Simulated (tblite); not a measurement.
# C5H12O2Si: the cost of one run

Computed with tblite 0.8.0 and PySCF 2.14.0, with density-fitted response routines of our own, on a single molecule in the gas phase. Atoms are numbered from 0 throughout.

## 1. The starting structure

20 atoms, charge 0, multiplicity 1; geometry from: force field or distance geometry start.

Bonds of the start (Å): C0–O1 1.40, O1–Si2 1.72, Si2–C3 1.87, C3–C4 1.51, C4–C5 1.52, C5–C6 1.51, C6–O7 1.38, O7–C3 1.37, C0–H8 1.11, C0–H9 1.10, C0–H10 1.11, Si2–H11 1.47, Si2–H12 1.46, C3–H13 1.11, C4–H14 1.11, C4–H15 1.12, C5–H16 1.10, C5–H17 1.10, C6–H18 1.11, C6–H19 1.10.

## 2. Relaxing the molecule with GFN2-xTB

Job settings and geometry (Å):

```
{"job": {"kind": "relax", "xc": "GFN2-xTB", "basis": "xTB"}, "charge": 0, "multiplicity": 1}
C      3.295600     0.623500    -0.212200
O      1.914900     0.727200    -0.003000
Si     1.206100    -0.670900    -0.710900
C     -0.503600    -0.885100     0.011300
C     -0.919900     0.249300     0.908700
C     -2.141300     0.838400     0.230700
C     -2.554500    -0.296300    -0.669600
O     -1.408800    -0.996900    -1.006900
H      3.453900     0.340700    -1.269900
H      3.828400     1.566800    -0.008100
H      3.739500    -0.197200     0.394400
H      1.088000    -0.530700    -2.168600
H      2.045000    -1.809800    -0.362300
H     -0.510700    -1.819800     0.611100
H     -0.140500     1.040600     0.978100
H     -1.230200    -0.105500     1.928000
H     -2.941000     1.017900     0.965500
H     -1.936900     1.766500    -0.316900
H     -3.261000    -0.979800    -0.144700
H     -3.028100     0.131800    -1.567800
```

Run with:

```
OMP_NUM_THREADS=1 python probes_run.py task.json out
```

One launch serves the whole session: the jobs run in the order shown.

**Question.** How long does this first job take on 1 thread of Arm Neoverse V2, shared host, and how much memory does it need?

About 1.4 s, with a peak of 0.18 GiB.
